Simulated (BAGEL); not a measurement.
**AlGeNH4O (SMILES [NH2][GeH]1[O][AlH]1) at B3LYP/6-31G(d) (density fitting with cc-pvqz-jkfit, spherical functions)**

Aim: the energy change on altering one bond length of AlGeNH4O at B3LYP/6-31G* (density fitting with cc-pvqz-jkfit, spherical functions), from 2 runs. 

The results are computed with BAGEL 1.2.2.

4 further runs of the same task are left out: 4 set aside as unsound or not needed.

**1. The structure to begin with**

AlGeNH4O has 8 atoms, charge 0, and is taken as a singlet. SMILES: `[NH2][GeH]1[O][AlH]1`. The coordinates come from a PBE0-D4/def2-TZVP relaxation. This is one conformer, not always the lowest.

Bond lengths: N1–Ge2 1.822 Å, Ge2–O3 1.896 Å, Ge2–Al4 2.331 Å, O3–Al4 1.699 Å, N1–H5 1.009 Å, N1–H6 1.008 Å, Ge2–H7 1.543 Å, Al4–H8 1.577 Å. Some angles: N1–Ge2–O3 114.7°, N1–Ge2–Al4 126.9°, O3–Ge2–Al4 46.0°, Ge2–O3–Al4 80.7°, Ge2–Al4–O3 53.4°, N1–Ge2–H7 103.9°, O3–Ge2–H7 108.8°, Al4–Ge2–H7 128.4°, Ge2–N1–H5 116.8°, Ge2–N1–H6 117.5°.

**2. A single-point energy at B3LYP/6-31G(d) (density fitting with cc-pvqz-jkfit, spherical functions)**

Contents of dft.json:

```json
{ "bagel" : [

{
  "title" : "molecule",
  "basis" : "6-31gs.json",
  "df_basis" : "cc-pvqz-jkfit",
  "angstrom" : "true",
  "geometry" : [
    { "atom" : "N", "xyz" : [   -1.000700,    1.330400,    0.514400 ] },
    { "atom" : "Ge", "xyz" : [    0.239100,    0.000100,    0.626900 ] },
    { "atom" : "O", "xyz" : [    1.177500,   -0.346000,   -0.983500 ] },
    { "atom" : "Al", "xyz" : [    0.431500,   -1.856900,   -0.769100 ] },
    { "atom" : "H", "xyz" : [   -0.662600,    2.276400,    0.611900 ] },
    { "atom" : "H", "xyz" : [   -1.682100,    1.271200,   -0.226100 ] },
    { "atom" : "H", "xyz" : [    1.237900,    0.511900,    1.685400 ] },
    { "atom" : "H", "xyz" : [    0.351700,   -3.244100,   -1.515600 ] }
  ]
},
{
  "title" : "ks",
  "xc_func" : "b3lyp",
  "charge" : 0
},
{
  "title" : "print",
  "file" : "orbitals.molden",
  "orbitals" : "true"
}

]}
```

The basis set 6-31G* is read from a file made from the Basis Set Exchange's data (not shown).

Command:

```
$ BAGEL_NUM_THREADS=1 BAGEL dft.json > dft.out
```

What it wrote:

```text
* using 1 threads per process

  ===============================================================
  ===============================================================

  *** Geometry ***

  { "atom" : "N", "xyz" : [     -1.891049,      2.514092,      0.972075 ] },
  { "atom" : "Ge", "xyz" : [      0.451834,      0.000189,      1.184669 ] },
  { "atom" : "O", "xyz" : [      2.225153,     -0.653845,     -1.858546 ] },
  { "atom" : "Al", "xyz" : [      0.815417,     -3.509032,     -1.453388 ] },
  { "atom" : "H", "xyz" : [     -1.252133,      4.301773,      1.156323 ] },
  { "atom" : "H", "xyz" : [     -3.178708,      2.402220,     -0.427267 ] },
  { "atom" : "H", "xyz" : [      2.339292,      0.967351,      3.184944 ] },
  { "atom" : "H", "xyz" : [      0.664617,     -6.130461,     -2.864069 ] },

  Number of auxiliary basis functions:      782

  Since a DF basis is specified, we compute 2- and 3-index integrals:
    o Being stored without compression. Storage requirement is 0.046 GB

  Number of basis functions:       86
  Number of electrons      :       64

    * METHOD: MOLECULE                             0.54

  *** Kohn-Sham DFT ***

    * Removing 14405 points whose weight is below 1.00e-10
    * Grid points: 104843

  === Nuclear Repulsion ===
   340.2933502514

       - DIIS with orbital gradients will be used.

  === KS iteration (b3lyp / 6-31gs.json) ===
      0      -2357.23046950          0.10449430           0.58
      1      -2162.41591249          0.20175476           0.41
      2      -2284.17059493          0.15751797           0.41
      3      -2406.88355243          0.12647928           0.53
      4      -2415.96254781          0.14384344           0.43
      5      -2450.02033886          0.04794771           0.44
      6      -2447.06408111          0.07208498           0.44
      7      -2451.43976625          0.01765635           0.44
      8      -2451.00526730          0.02981657           0.41
      9      -2451.53597508          0.01062020           0.41
     10      -2451.58767992          0.00308752           0.44
     11      -2451.59355116          0.00058123           0.43
     12      -2451.59369192          0.00031816           0.48
     13      -2451.59373756          0.00008789           0.43
     14      -2451.59374174          0.00001414           0.44
     15      -2451.59374182          0.00000966           0.42
     16      -2451.59374185          0.00000181           0.42
     17      -2451.59374185          0.00000139           0.42
     18      -2451.59374185          0.00000021           0.41
     19      -2451.59374185          0.00000008           0.43
     20      -2451.59374185          0.00000006           0.43
     21      -2451.59374185          0.00000001           0.49
     22      -2451.59374185          0.00000000           0.42
    * SCF iteration converged.

    * Permanent dipole moment:
           (    0.451370,     0.269847,     0.047693) a.u.

    * METHOD: KS                                  10.66

    * METHOD: PRINT                                0.01

  ===============================================================
```

It took 12 s on 1 thread of Intel Xeon 6975P-C (Granite Rapids), shared host; peak memory 0.49 GiB.

**3. The distorted shape at the same level**

Contents of input.json:

```json
{ "bagel": [

{
  "title": "molecule",
  "basis": "6-31gs.json",
  "df_basis": "cc-pvqz-jkfit",
  "angstrom": true,
  "geometry": [
    { "atom": "N", "xyz": [   -1.169755,    0.857386,    0.465649 ] },
    { "atom": "Ge", "xyz": [    0.070045,   -0.472914,    0.578149 ] },
    { "atom": "O", "xyz": [    1.008445,   -0.819014,   -1.032251 ] },
    { "atom": "Al", "xyz": [    0.262445,   -2.329914,   -0.817851 ] },
    { "atom": "H", "xyz": [   -0.662600,    2.276400,    0.611900 ] },
    { "atom": "H", "xyz": [   -1.851155,    0.798186,   -0.274851 ] },
    { "atom": "H", "xyz": [    1.068845,    0.038886,    1.636649 ] },
    { "atom": "H", "xyz": [    0.182645,   -3.717114,   -1.564351 ] }
  ]
},
{ "title": "ks", "xc_func": "b3lyp" },
{ "title": "print", "file": "orbitals.molden", "orbitals": true }

]}
```

The basis set 6-31G* is read from a file made from the Basis Set Exchange's data (not shown).

Command:

```
$ BAGEL_NUM_THREADS=1 BAGEL input.json > input.out
```

What it wrote:

```text
* using 1 threads per process

  ===============================================================
  ===============================================================

  *** Geometry ***

  { "atom" : "N", "xyz" : [     -2.210517,      1.620225,      0.879949 ] },
  { "atom" : "Ge", "xyz" : [      0.132366,     -0.893678,      1.092543 ] },
  { "atom" : "O", "xyz" : [      1.905685,     -1.547712,     -1.950672 ] },
  { "atom" : "Al", "xyz" : [      0.495949,     -4.402899,     -1.545514 ] },
  { "atom" : "H", "xyz" : [     -1.252133,      4.301773,      1.156323 ] },
  { "atom" : "H", "xyz" : [     -3.498176,      1.508353,     -0.519393 ] },
  { "atom" : "H", "xyz" : [      2.019824,      0.073484,      3.092818 ] },
  { "atom" : "H", "xyz" : [      0.345149,     -7.024327,     -2.956195 ] },

  Number of auxiliary basis functions:      782

  Since a DF basis is specified, we compute 2- and 3-index integrals:
    o Being stored without compression. Storage requirement is 0.046 GB

  Number of basis functions:       86
  Number of electrons      :       64

    * METHOD: MOLECULE                             0.60

  *** Kohn-Sham DFT ***

    * Removing 13840 points whose weight is below 1.00e-10
    * Grid points: 105408

  === Nuclear Repulsion ===
   337.7972569931

       - DIIS with orbital gradients will be used.

  === KS iteration (b3lyp / 6-31gs.json) ===
      0      -2357.84843659          0.10416948           0.63
      1      -2163.93275236          0.20270930           0.43
      2      -2284.44328630          0.15900290           0.42
      3      -2407.86728442          0.12804992           0.46
      4      -2421.24989124          0.12571699           0.44
      5      -2447.82154980          0.07146316           0.42
      6      -2450.80223452          0.03541032           0.42
      7      -2449.92969103          0.06045116           0.42
      8      -2451.41013363          0.01246101           0.43
      9      -2451.43899142          0.01163600           0.42
     10      -2451.50816660          0.00311268           0.43
     11      -2451.51342435          0.00066195           0.42
     12      -2451.51369461          0.00018507           0.42
     13      -2451.51372133          0.00006310           0.41
     14      -2451.51372304          0.00001915           0.40
     15      -2451.51372312          0.00001494           0.40
     16      -2451.51372326          0.00000194           0.42
     17      -2451.51372327          0.00000125           0.41
     18      -2451.51372327          0.00000027           0.42
     19      -2451.51372327          0.00000009           0.41
     20      -2451.51372327          0.00000003           0.41
     21      -2451.51372327          0.00000002           0.41
     22      -2451.51372327          0.00000001           0.42
     23      -2451.51372327          0.00000001           0.41
    * SCF iteration converged.

    * Permanent dipole moment:
           (    0.390289,     0.424371,     0.076380) a.u.

    * METHOD: KS                                  10.74

    * METHOD: PRINT                                0.01

  ===============================================================
```

Wall time 12 s (1 thread of Intel Xeon 6975P-C (Granite Rapids), shared host); peak memory 0.49 GiB.

**4. Results**

Level: B3LYP/6-31G* (density fitting with cc-pvqz-jkfit, spherical functions).

```
                                                         quantity           value
                                        first shape: total energy  -2451.59374 Eh
                                       first shape: dipole moment          1.34 D
                                         first shape: HOMO energy        -5.96 eV
                                         first shape: LUMO energy        -1.37 eV
                                       first shape: HOMO–LUMO gap         4.60 eV
                                    distorted shape: total energy  -2451.51372 Eh
                                   distorted shape: dipole moment          1.48 D
                                     distorted shape: HOMO energy        -6.04 eV
                                     distorted shape: LUMO energy        -1.72 eV
                                   distorted shape: HOMO–LUMO gap         4.32 eV
energy change with the N1–H5 bond stretched from 1.009 to 1.514 Å        2.177 eV
```

What this shows: With the N1–H5 bond stretched from 1.009 to 1.514 Å the energy rises by 2.18 eV (50 kcal/mol). The first shape isn't relaxed at this level, so the change isn't measured from a minimum.
